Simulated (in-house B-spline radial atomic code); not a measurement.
# Hf¹⁸⁺: excited configurations

How much energy does it take to promote electrons of Hf¹⁸⁺ to other shells? Each configuration is solved by itself and compared with the reference.

Program: in-house B-spline radial atomic code version 1. Level of theory: Dirac-Hartree-Fock, average of configuration, Fermi nucleus, basis-set limit. These are calculated values, not measurements, unless marked.

### Step 1. Starting point

| Item | Value |
| --- | --- |
| element | hafnium (Z = 72) |
| charge | +18 |
| electrons | 54 |
| configuration | [Kr] 4d10 4f8 |
| Hamiltonian | Dirac-Coulomb |
| nucleus | Fermi, rms radius 5.347 fm |

The outer shells:

[Kr] 4d10 4f8
```
[Kr] core
4d [↑↓][↑↓][↑↓][↑↓][↑↓]
4f [↑↓][↑ ][↑ ][↑ ][↑ ][↑ ][↑ ]
```

The boxes only draw the lowest term's filling; these runs average over all states of the configuration.

Input settings:

```ini
Z = 72
electrons = 54.0
configuration = [Kr] 4d10 4f8
hamiltonian = dirac
method = hf
spin_polarised = False
nucleus = fermi
rms_radius = 5.347
mass_number = 180
atomic_mass = 179.946559537
speed_of_light = 137.035999084
```

The reference is known from an earlier run: -14970.076605 hartree in all. Up to eight levels, counted from the top:

| orbital | occupation | energy (eV) | <r> (bohr) |
| --- | --- | --- | --- |
| 3d5/2 | 6 | -2157.53 | 0.1905 |
| 4s1/2 | 2 | -998.59 | 0.4605 |
| 4p1/2 | 2 | -899.40 | 0.4649 |
| 4p3/2 | 4 | -835.90 | 0.4921 |
| 4d3/2 | 4 | -670.84 | 0.5018 |
| 4d5/2 | 6 | -658.59 | 0.5109 |
| 4f5/2 | 3.42857 | -457.97 | 0.5238 |
| 4f7/2 | 4.57143 | -455.57 | 0.5282 |

### Step 2. Configuration [Kr] 4d10 4f7 8g1

Input settings:

```ini
Z = 72
electrons = 54.0
configuration = [Kr] 4d10 4f7 8g1
hamiltonian = dirac
method = hf
spin_polarised = False
nucleus = fermi
rms_radius = 5.347
mass_number = 180
atomic_mass = 179.946559537
speed_of_light = 137.035999084
```

### Step 3. Configuration [Kr] 4d9 4f8 8f1

Settings: those of step 2 with these lines changed.

```diff
@@ -2,3 +2,3 @@
 electrons = 54.0
-configuration = [Kr] 4d10 4f7 8g1
+configuration = [Kr] 4d9 4f8 8f1
 hamiltonian = dirac
```

### Step 4. Run with [Kr] 4d9 4f8 6p1

Settings: those of step 3 with these lines changed.

```diff
@@ -2,3 +2,3 @@
 electrons = 54.0
-configuration = [Kr] 4d9 4f8 8f1
+configuration = [Kr] 4d9 4f8 6p1
 hamiltonian = dirac
```

### Step 5. Configuration [Kr] 4d9 4f8 7p1

Settings: those of step 4 with these lines changed.

```diff
@@ -2,3 +2,3 @@
 electrons = 54.0
-configuration = [Kr] 4d9 4f8 6p1
+configuration = [Kr] 4d9 4f8 7p1
 hamiltonian = dirac
```

### Step 6. Configuration [Kr] 4d9 4f8 7g1

Settings: those of step 5 with these lines changed.

```diff
@@ -2,3 +2,3 @@
 electrons = 54.0
-configuration = [Kr] 4d9 4f8 7p1
+configuration = [Kr] 4d9 4f8 7g1
 hamiltonian = dirac
```

Q: How far above the reference does each configuration lie (order and size, in eV)?

The runs gave:

| net move | configuration | energy above the reference (eV) | with Breit, QED, recoil (eV) | largest <r> (bohr) |
| --- | --- | --- | --- | --- |
| 4f → 8g | [Kr] 4d10 4f7 8g1 | 374.57 | 374.65 | 4.35 |
| 4d → 6p | [Kr] 4d9 4f8 6p1 | 429.21 | 428.99 | 1.67 |
| 4d → 7p | [Kr] 4d9 4f8 7p1 | 505.11 | 504.83 | 2.49 |
| 4d → 7g | [Kr] 4d9 4f8 7g1 | 556.90 | 556.53 | 3.19 |
| 4d → 8f | [Kr] 4d9 4f8 8f1 | 571.61 | 571.24 | 4.06 |

Quantum defects of the promoted electron, δ = n − ζ/√(−2ε) with ζ = 19 and ε its orbital energy in hartree:

| promotion | δ |
| --- | --- |
| 4f → 8g | 0.115 |
| 4d → 6p | 1.390 |
| 4d → 7p | 1.375 |
| 4d → 7g | 0.108 |
| 4d → 8f | 0.559 |

At the bottom stands 4f → 8g (374.57 eV), at the top 4d → 8f (571.61 eV). 3 of them lie above the ionisation threshold that Koopmans' theorem gives (455.57 eV), where such states can decay by emitting an electron. The defect is largest for 6p (1.39) and least for 7g (0.11): low angular momentum penetrates the core, high angular momentum stays outside it. Two partly filled shells share a symmetry and can mix in the average, which may lower the energy, for: 4d → 8f. These are averages over configurations, without correlation, not spectroscopic levels.
